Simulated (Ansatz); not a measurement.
Born–Oppenheimer molecular dynamics of a periodic cell of 26 atoms, CaPH$_{5}$O$_{6}$ (host CaPH5O6, host structure Cc). It starts from an unrelaxed structure (largest force component 2.06 eV/Å).

Computed with DFT PBEsol, scalar-relativistic, plane waves, PAW in Ansatz. Settings: accuracy low, cutoff 420 eV, k mesh 2x2x2, fermi-dirac smearing 0.05 eV, no spin polarisation.

```yaml
ensemble: NVE (velocity Verlet)
time_step: 0.75 fs
steps_asked: 120
starting_velocities_drawn_for: 2400 K
seed: 834329
```

Frames 0.75 fs apart, positions in Å, forces in eV/Å.

Velocities at 7.5 fs (Å/ps):

```
Ca 8.43 -5.37 -1.58
Ca -6.71 -5.68 9.63
H -12.34 28.11 -36.17
H -4.48 -21.78 -37.02
H -38.52 -11.66 9.89
H -16.72 71.81 37.61
H 7.43 44.46 -46.31
H 51.94 -22.68 -47.75
H 16.23 -21.08 -6.02
H 25.49 63.82 19.26
H 17.83 -31.16 7.96
H 73.53 0.77 67.11
P -4.02 0.99 -9.79
P 9.85 4.90 3.20
O -7.69 2.85 -7.06
O 11.24 14.25 6.67
O 0.98 -6.27 -1.34
O 11.18 -15.98 -10.75
O -1.46 10.66 -7.41
O 1.16 2.89 8.05
O -10.62 11.54 10.08
O -2.86 -3.00 7.92
O -27.41 3.18 -13.29
O 3.34 2.06 12.30
O -10.89 1.62 -14.42
O 9.87 -13.83 3.82
```

```xyz
26
Lattice="3.1687 -7.5710 0.0000 3.1687 7.5710 0.0000 -2.7890 0.0000 5.0915" Properties=species:S:1:pos:R:3:forces:R:3 time_fs=7.5 energy_less_start_eV=1.877 T=1816
Ca 2.729 -2.655 3.806 -0.82 0.28 0.05
Ca 4.005 2.573 1.346 0.54 -0.10 -0.27
H 2.846 -2.417 0.648 0.14 -0.55 0.49
H 1.587 2.556 3.267 -0.17 0.64 1.11
H 2.501 7.468 0.382 0.26 -0.17 0.72
H 1.384 -7.344 3.533 -0.17 -0.68 -0.19
H 2.594 6.156 1.512 -1.28 1.48 -2.13
H 0.928 -5.856 3.880 0.23 -0.68 0.58
H 1.766 0.095 2.237 0.60 2.35 0.61
H 3.278 -0.158 0.027 0.37 -3.49 1.03
H 1.239 -1.052 1.641 0.48 -0.71 0.65
H 0.101 0.858 4.332 -1.50 1.56 -2.19
P -0.660 -2.704 3.682 0.71 2.83 0.15
P 0.840 2.724 1.229 -0.03 0.53 -0.10
O 0.152 -1.990 4.866 0.67 1.05 0.25
O 1.682 2.119 2.410 1.29 -1.72 0.56
O 0.463 -3.346 2.884 -0.27 -0.20 -0.60
O 1.914 3.156 0.275 1.11 1.77 -0.81
O 1.728 6.054 3.013 0.87 -1.99 0.24
O 3.188 -5.886 0.615 -2.37 -3.11 -1.74
O 1.574 3.947 4.425 -1.02 -1.63 0.04
O 3.022 -3.891 1.856 -0.56 2.21 0.68
O 2.514 6.481 0.481 0.91 -1.09 1.55
O 1.375 -6.428 3.205 0.01 1.24 -0.47
O 1.847 -0.832 2.409 -1.02 -1.57 -1.23
O 0.619 0.763 5.104 1.05 1.75 1.02
26
Lattice="3.1687 -7.5710 0.0000 3.1687 7.5710 0.0000 -2.7890 0.0000 5.0915" Properties=species:S:1:pos:R:3:forces:R:3 time_fs=8.2 energy_less_start_eV=2.577 T=1615
Ca 2.736 -2.659 3.805 -0.83 0.31 0.00
Ca 3.999 2.569 1.353 0.66 0.00 -0.34
H 2.837 -2.398 0.622 0.02 -1.03 1.53
H 1.584 2.541 3.242 -0.38 1.44 2.82
H 2.473 7.459 0.391 0.27 0.35 0.51
H 1.371 -7.292 3.561 -0.09 -2.67 0.48
H 2.596 6.193 1.472 -1.23 1.02 -1.43
H 0.967 -5.875 3.846 -1.02 1.21 2.41
H 1.780 0.085 2.234 0.47 2.98 0.36
H 3.299 -0.119 0.044 -0.06 -7.03 1.26
H 1.254 -1.078 1.649 0.01 -0.72 0.07
H 0.152 0.863 4.376 -3.63 2.17 -5.61
P -0.663 -2.703 3.674 0.44 2.88 0.23
P 0.848 2.728 1.232 -0.50 0.44 -0.37
O 0.147 -1.987 4.861 0.84 1.52 -0.81
O 1.691 2.129 2.415 1.55 -2.54 -1.12
O 0.464 -3.351 2.883 -0.32 -0.16 -0.56
O 1.922 3.144 0.267 1.00 1.73 -0.63
O 1.727 6.062 3.007 0.91 -2.21 0.34
O 3.189 -5.885 0.621 -2.18 -2.97 -1.55
O 1.566 3.956 4.433 -0.81 -1.48 -0.09
O 3.020 -3.893 1.862 -0.32 2.07 0.59
O 2.494 6.484 0.471 0.88 -1.17 1.04
O 1.377 -6.426 3.214 1.13 1.42 -2.95
O 1.839 -0.831 2.398 -0.42 -2.20 -0.38
O 0.626 0.752 5.107 3.60 4.65 4.20
26
Lattice="3.1687 -7.5710 0.0000 3.1687 7.5710 0.0000 -2.7890 0.0000 5.0915" Properties=species:S:1:pos:R:3:forces:R:3 time_fs=9.0 energy_less_start_eV=3.070 T=1478
Ca 2.742 -2.663 3.804 -0.86 0.34 -0.04
Ca 3.995 2.565 1.360 0.75 0.05 -0.41
H 2.828 -2.384 0.605 -0.07 -1.37 2.26
H 1.578 2.534 3.233 -0.55 1.90 3.87
H 2.446 7.452 0.404 0.26 0.84 0.25
H 1.358 -7.254 3.591 -0.06 -4.14 1.06
H 2.592 6.236 1.423 -1.02 0.38 -0.13
H 1.001 -5.887 3.825 -2.22 3.23 4.28
H 1.796 0.091 2.233 0.36 2.61 0.23
H 3.318 -0.119 0.068 -0.25 -7.73 1.21
H 1.268 -1.107 1.657 -0.48 -0.72 -0.57
H 0.184 0.879 4.390 -4.31 2.31 -6.84
P -0.666 -2.702 3.667 0.22 2.90 0.28
P 0.855 2.732 1.234 -0.90 0.29 -0.62
O 0.141 -1.984 4.856 0.99 1.84 -1.51
O 1.700 2.139 2.420 1.76 -2.99 -2.17
O 0.465 -3.356 2.882 -0.40 -0.11 -0.49
O 1.931 3.133 0.258 0.84 1.68 -0.44
O 1.726 6.069 3.002 0.91 -2.38 0.43
O 3.189 -5.884 0.626 -1.96 -2.76 -1.37
O 1.558 3.963 4.440 -0.58 -1.34 -0.25
O 3.017 -3.894 1.868 -0.09 1.93 0.48
O 2.473 6.485 0.462 0.75 -1.02 -0.03
O 1.380 -6.424 3.223 2.29 0.91 -5.37
O 1.830 -0.831 2.387 0.19 -1.85 0.42
O 0.635 0.744 5.111 4.44 5.20 5.45
26
Lattice="3.1687 -7.5710 0.0000 3.1687 7.5710 0.0000 -2.7890 0.0000 5.0915" Properties=species:S:1:pos:R:3:forces:R:3 time_fs=9.8 energy_less_start_eV=2.701 T=1576
Ca 2.748 -2.667 3.802 -0.92 0.40 -0.08
Ca 3.990 2.561 1.367 0.82 0.03 -0.45
H 2.819 -2.377 0.599 -0.08 -1.39 2.26
H 1.569 2.538 3.244 -0.53 1.69 3.48
H 2.421 7.449 0.417 0.22 1.13 -0.04
H 1.344 -7.239 3.627 -0.07 -4.05 1.05
H 2.582 6.281 1.375 -0.66 -0.37 1.81
H 1.024 -5.882 3.826 -2.46 3.91 4.74
H 1.815 0.112 2.234 0.22 1.42 0.18
H 3.337 -0.160 0.099 -0.14 -4.74 0.68
H 1.280 -1.140 1.662 -0.85 -0.65 -1.08
H 0.192 0.908 4.368 -2.79 1.50 -4.39
P -0.669 -2.700 3.660 0.06 2.88 0.32
P 0.862 2.736 1.236 -1.22 0.09 -0.83
O 0.136 -1.981 4.850 1.06 1.82 -1.45
O 1.710 2.147 2.424 1.73 -2.75 -1.81
O 0.465 -3.361 2.881 -0.49 -0.03 -0.39
O 1.940 3.122 0.250 0.64 1.65 -0.25
O 1.726 6.075 2.997 0.88 -2.52 0.50
O 3.188 -5.884 0.631 -1.71 -2.49 -1.19
O 1.549 3.971 4.447 -0.33 -1.23 -0.43
O 3.015 -3.894 1.875 0.13 1.81 0.35
O 2.454 6.487 0.453 0.49 -0.56 -1.71
O 1.384 -6.421 3.229 2.54 0.17 -5.80
O 1.822 -0.831 2.376 0.71 -0.75 1.01
O 0.646 0.737 5.118 2.76 3.04 3.51
26
Lattice="3.1687 -7.5710 0.0000 3.1687 7.5710 0.0000 -2.7890 0.0000 5.0915" Properties=species:S:1:pos:R:3:forces:R:3 time_fs=10.5 energy_less_start_eV=2.150 T=1733
Ca 2.754 -2.671 3.801 -1.00 0.48 -0.11
Ca 3.985 2.556 1.374 0.86 -0.05 -0.48
H 2.809 -2.378 0.606 0.01 -1.08 1.52
H 1.557 2.550 3.274 -0.28 1.00 1.97
H 2.397 7.452 0.430 0.17 1.15 -0.34
H 1.330 -7.245 3.669 -0.02 -2.53 0.37
H 2.568 6.324 1.335 -0.23 -1.03 3.86
H 1.032 -5.856 3.854 -1.53 2.63 3.28
H 1.834 0.140 2.235 0.02 -0.02 0.12
H 3.354 -0.226 0.133 -0.03 -1.01 -0.09
H 1.288 -1.176 1.661 -0.94 -0.44 -1.24
H 0.186 0.945 4.321 -0.78 0.23 -0.87
P -0.672 -2.697 3.653 -0.01 2.80 0.37
P 0.869 2.740 1.238 -1.45 -0.16 -0.98
O 0.132 -1.977 4.843 1.02 1.47 -0.62
O 1.720 2.155 2.427 1.43 -2.00 -0.36
O 0.465 -3.365 2.879 -0.61 0.07 -0.28
O 1.950 3.112 0.241 0.40 1.63 -0.06
O 1.726 6.080 2.992 0.84 -2.62 0.54
O 3.186 -5.885 0.635 -1.46 -2.16 -1.04
O 1.540 3.978 4.455 -0.08 -1.14 -0.62
O 3.013 -3.894 1.881 0.33 1.72 0.20
O 2.434 6.488 0.443 0.18 0.08 -3.47
O 1.388 -6.419 3.233 1.60 -0.08 -3.65
O 1.813 -0.832 2.365 1.00 0.44 1.25
O 0.657 0.732 5.125 0.56 0.61 0.74
26
Lattice="3.1687 -7.5710 0.0000 3.1687 7.5710 0.0000 -2.7890 0.0000 5.0915" Properties=species:S:1:pos:R:3:forces:R:3 time_fs=11.2 energy_less_start_eV=2.130 T=1743
Ca 2.760 -2.675 3.800 -1.12 0.57 -0.12
Ca 3.981 2.552 1.381 0.89 -0.17 -0.49
H 2.800 -2.385 0.621 0.16 -0.62 0.44
H 1.544 2.568 3.314 0.07 0.28 0.29
H 2.373 7.462 0.442 0.13 0.88 -0.62
H 1.315 -7.265 3.712 0.09 -0.64 -0.56
H 2.554 6.361 1.317 0.01 -1.32 4.74
H 1.033 -5.815 3.899 -0.32 0.63 1.18
H 1.854 0.169 2.237 -0.21 -1.20 0.02
H 3.372 -0.298 0.167 -0.03 1.54 -0.76
H 1.290 -1.215 1.654 -0.72 -0.02 -0.98
H 0.175 0.984 4.271 0.52 -0.82 1.59
P -0.675 -2.694 3.646 0.00 2.67 0.45
P 0.875 2.743 1.240 -1.61 -0.43 -1.06
O 0.127 -1.972 4.836 0.92 0.96 0.56
O 1.731 2.162 2.430 1.01 -1.19 1.21
O 0.465 -3.370 2.877 -0.75 0.19 -0.17
O 1.959 3.103 0.233 0.13 1.62 0.13
O 1.726 6.084 2.987 0.78 -2.66 0.53
O 3.184 -5.887 0.639 -1.20 -1.80 -0.90
O 1.532 3.985 4.462 0.17 -1.07 -0.82
O 3.010 -3.894 1.888 0.52 1.63 0.02
O 2.414 6.489 0.431 0.02 0.64 -4.08
O 1.393 -6.416 3.236 0.34 0.01 -0.62
O 1.806 -0.833 2.355 1.01 1.18 1.12
O 0.668 0.726 5.133 -0.83 -0.84 -1.10
26
Lattice="3.1687 -7.5710 0.0000 3.1687 7.5710 0.0000 -2.7890 0.0000 5.0915" Properties=species:S:1:pos:R:3:forces:R:3 time_fs=12.0 energy_less_start_eV=2.605 T=1603
Ca 2.765 -2.679 3.799 -1.25 0.68 -0.12
Ca 3.976 2.548 1.388 0.92 -0.31 -0.49
H 2.791 -2.395 0.638 0.30 -0.20 -0.57
H 1.531 2.587 3.357 0.38 -0.21 -0.96
H 2.351 7.476 0.450 0.11 0.42 -0.83
H 1.302 -7.289 3.753 0.24 0.87 -1.35
H 2.539 6.391 1.324 -0.09 -1.26 3.73
H 1.032 -5.772 3.950 0.50 -0.97 -0.42
H 1.872 0.190 2.239 -0.42 -1.96 -0.11
H 3.389 -0.362 0.196 -0.09 2.87 -1.22
H 1.289 -1.254 1.641 -0.31 0.54 -0.46
H 0.167 1.017 4.228 1.13 -1.49 2.87
P -0.678 -2.691 3.639 0.08 2.49 0.56
P 0.882 2.747 1.242 -1.70 -0.72 -1.07
O 0.123 -1.968 4.830 0.81 0.46 1.66
O 1.742 2.168 2.434 0.58 -0.57 2.32
O 0.465 -3.375 2.875 -0.89 0.32 -0.05
O 1.969 3.094 0.224 -0.15 1.60 0.32
O 1.727 6.088 2.982 0.72 -2.66 0.48
O 3.182 -5.890 0.643 -0.93 -1.42 -0.79
O 1.523 3.991 4.469 0.42 -1.03 -1.02
O 3.008 -3.892 1.894 0.70 1.55 -0.17
O 2.395 6.491 0.419 0.18 1.02 -2.84
O 1.399 -6.413 3.239 -0.57 0.08 1.77
O 1.798 -0.833 2.345 0.80 1.36 0.75
O 0.679 0.720 5.140 -1.47 -1.45 -1.98
26
Lattice="3.1687 -7.5710 0.0000 3.1687 7.5710 0.0000 -2.7890 0.0000 5.0915" Properties=species:S:1:pos:R:3:forces:R:3 time_fs=12.8 energy_less_start_eV=3.276 T=1401
Ca 2.771 -2.682 3.797 -1.38 0.79 -0.10
Ca 3.972 2.543 1.395 0.94 -0.43 -0.48
H 2.784 -2.406 0.652 0.41 0.12 -1.30
H 1.520 2.606 3.394 0.60 -0.47 -1.70
H 2.329 7.492 0.453 0.12 -0.12 -0.97
H 1.289 -7.308 3.786 0.37 1.81 -1.87
H 2.524 6.415 1.351 -0.40 -1.07 1.67
H 1.034 -5.733 3.999 0.90 -1.93 -1.35
H 1.888 0.201 2.240 -0.59 -2.31 -0.26
H 3.406 -0.410 0.219 -0.16 3.45 -1.49
H 1.286 -1.290 1.626 0.11 1.10 0.09
H 0.165 1.043 4.201 1.34 -1.87 3.42
P -0.680 -2.687 3.632 0.21 2.26 0.73
P 0.888 2.751 1.243 -1.75 -1.01 -1.05
O 0.120 -1.962 4.824 0.71 0.06 2.45
O 1.754 2.175 2.438 0.21 -0.16 2.89
O 0.465 -3.380 2.874 -1.03 0.46 0.05
O 1.978 3.086 0.215 -0.42 1.58 0.51
O 1.728 6.090 2.977 0.66 -2.61 0.39
O 3.179 -5.893 0.646 -0.66 -1.03 -0.69
O 1.514 3.997 4.475 0.66 -0.98 -1.22
O 3.006 -3.891 1.901 0.87 1.46 -0.37
O 2.375 6.493 0.406 0.51 1.34 -0.63
O 1.404 -6.411 3.243 -1.06 0.06 3.21
O 1.791 -0.832 2.336 0.54 1.11 0.36
O 0.690 0.714 5.147 -1.70 -1.60 -2.30
```

Of the whole run (90 fs, mean temperature of the second half 1142 K): The conserved energy stayed within 3.4 meV per atom of its start (net change 1.3 meV per atom), so there is no drift, though single steps change it by up to 55 meV in the whole system, a sign of fast motions only just resolved. The temperature averaged 0.48 of the 2400 K drawn at the start: a run that starts near a minimum puts about half its kinetic energy into the potential. A run of 0.09 ps of so small a system gives no equilibrium averages. Limits of this set-up: coarse k mesh, low accuracy level.

Run time: 12 min on 1 thread of Arm Neoverse V2, on a shared host, peak memory 0.63 GiB.
